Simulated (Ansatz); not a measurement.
**CH₇NSi₂: small, medium and large basis sets**

One table from this session's results is given with a row withheld; the runs are named, their logs left out.

Program: Ansatz 0.2.0, Gaussian basis. Level of theory: one geometry, several basis sets. These are calculated values, not measurements.

Plan: PBE0-D4/def2-SVP; ωB97M-V/def2-SVP; PBE0-D4/def2-QZVPP; ωB97M-V/def2-QZVPP; the functionals' def2-TZVPP values are taken from earlier runs.

**The relaxed structure**

An earlier PBE0-D4 in a triple-zeta def2 set relaxation fixed the geometry.

11 atoms, charge 0, spin multiplicity 1.

Atoms are counted from 1 here; the program's logs count them from 0.

Bond lengths: Si1–C2 1.859 Å, Si1–H5 1.487 Å, Si1–H6 1.490 Å, Si1–H7 1.490 Å, C2–N3 1.511 Å, C2–Si4 1.833 Å, C2–H8 1.090 Å, N3–Si4 1.727 Å, N3–H9 1.011 Å, Si4–H10 1.477 Å, Si4–H11 1.479 Å. Angles: C2–Si1–H5 110.5°, C2–Si1–H6 111.6°, C2–Si1–H7 108.9°, H5–Si1–H6 108.5°, H5–Si1–H7 109.7°, H6–Si1–H7 107.6°, Si1–C2–N3 119.8°, Si1–C2–Si4 119.7°, Si1–C2–H8 115.1°, N3–C2–Si4 61.3°, N3–C2–H8 111.9°, Si4–C2–H8 118.1°, C2–N3–Si4 68.6°, C2–N3–H9 114.8°, Si4–N3–H9 122.0°, C2–Si4–N3 50.1°, C2–Si4–H10 123.2°, C2–Si4–H11 118.3° and more.

Set-up of the first run:

File in.yaml:

```yaml
crystal:
  periodic: [false, false, false]
  atoms:
    - {symbol: Si, position_ang: [-1.091593, 1.117381, -0.245838]}
    - {symbol: C, position_ang: [-0.425489, -0.570183, 0.157927]}
    - {symbol: N, position_ang: [0.631506, -0.724597, 1.226875]}
    - {symbol: Si, position_ang: [1.278505, -1.017660, -0.347462]}
    - {symbol: H, position_ang: [-1.912719, 1.071109, -1.484722]}
    - {symbol: H, position_ang: [-1.933443, 1.653710, 0.861049]}
    - {symbol: H, position_ang: [0.051553, 2.053738, -0.436706]}
    - {symbol: H, position_ang: [-1.172158, -1.362967, 0.207529]}
    - {symbol: H, position_ang: [0.839331, 0.119852, 1.743152]}
    - {symbol: H, position_ang: [1.699626, -2.404378, -0.632583]}
    - {symbol: H, position_ang: [2.100182, 0.006896, -1.028621]}
basis:
  gaussian: {orbitals: def2-SVP}
hamiltonian: {xc: pbe0, dispersion: d4}
output: {orbitals: {seedname: orbitals}}
```

The run is started by

```sh
$ ansatz run in.yaml --threads 2 --pin off --events-out ev --progress --plain --max-ram 4352MiB
```

Among the steps run: PBE0-D4 in def2-SVP; ωB97M-V in def2-SVP; PBE0-D4 in def2-QZVPP; ωB97M-V in def2-QZVPP.

One of the session's tables, all rows but one given; the rest of the session is left out.

| functional | basis | HOMO (eV) | LUMO (eV) |
| --- | --- | --- | --- |
| PBE0-D4 | def2-SVP | -6.83 | 0.07 |
| PBE0-D4 | def2-TZVPP | ? | ? |
| PBE0-D4 | def2-QZVPP | -6.98 | -0.49 |
| ωB97M-V | def2-SVP | -9.04 | 1.99 |
| ωB97M-V | def2-TZVPP | -9.19 | 1.31 |
| ωB97M-V | def2-QZVPP | -9.21 | 0.99 |

**Question.** Estimate the row for PBE0-D4, def2-TZVPP.

As computed: HOMO (eV): -6.96; LUMO (eV): -0.36. In the column «HOMO (eV)» it lies between PBE0-D4, def2-QZVPP (-6.98) and PBE0-D4, def2-SVP (-6.83).
